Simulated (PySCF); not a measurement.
# Sn₂: from the state search to spectroscopic constants

One table from this session's results is given with a row withheld; the runs are named, their logs left out.

Method: Sn def2-SVP with ECP28, scalar-relativistic core potentials; program: PySCF 2.14.0.

Set-up of the first run:

Settings of the job:

```json
{"atoms": "Sn, Sn", "charge": "0", "basis": "Sn def2-SVP with ECP28", "Hamiltonian": "scalar-relativistic core potentials", "basis functions": "52", "electrons treated": "44", "masses in u": "119.9022, 119.9022", "levels": "PBE0, PBE, r²SCAN, BHandHLYP, PBEsol, r²SCANh, HSE06, HF, MP2, SCS-MP2, CCSD, CCSD(T)", "grid": "80 radial by 434 angular points", "occupations": "held fixed by the projection of orbital angular momentum", "dissociation limit": "Sn + Sn, each in its ground configuration", "starting distance in angstrom": "2.700", "values of 2S to try": "0, 2, 4"}
```

Started as:

```sh
$ OMP_NUM_THREADS=1 python dia.py task.json out
```

Steps of the session up to this table: The job; PBE0 along the bond; Excited determinants; PBE (GGA); r²SCAN (meta-GGA); BHandHLYP; PBEsol; r²SCANh (hybrid meta-GGA); HSE06; UHF; Correlated methods on the Hartree–Fock reference.

One of the session's tables, all rows but one given; the rest of the session is left out.

It belongs to the step «Constants by level of theory». Differences from CCSD(T) in the same basis:

| level | Re (mÅ) | ωe (%) |
| --- | --- | --- |
| UHF | -67 | +14.6 |
| UHF-MP2 | -19 | +2.4 |
| UHF-SCS-MP2 | -27 | +4.7 |
| UHF-CCSD | -17 | +3.8 |
| PBE | +14 | -4.0 |
| PBEsol | -15 | -0.9 |
| r²SCAN | -23 | +1.5 |
| r²SCANh | -36 | +3.9 |
| PBE0 | ? | ? |
| HSE06 | -24 | +2.5 |
| BHandHLYP | -45 | +7.0 |

**Question.** Estimate the row for PBE0.

As computed: Re (mÅ): -34; ωe (%): +4.0. In the column «Re (mÅ)» it lies between r²SCANh (-36) and UHF-SCS-MP2 (-27).

Hartree–Fock falls on the short and stiff side, its usual fault. PBE has the long and soft bond that GGAs tend to give. CCSD(T) in a basis this small is itself some way from its limit, more so than the functionals.
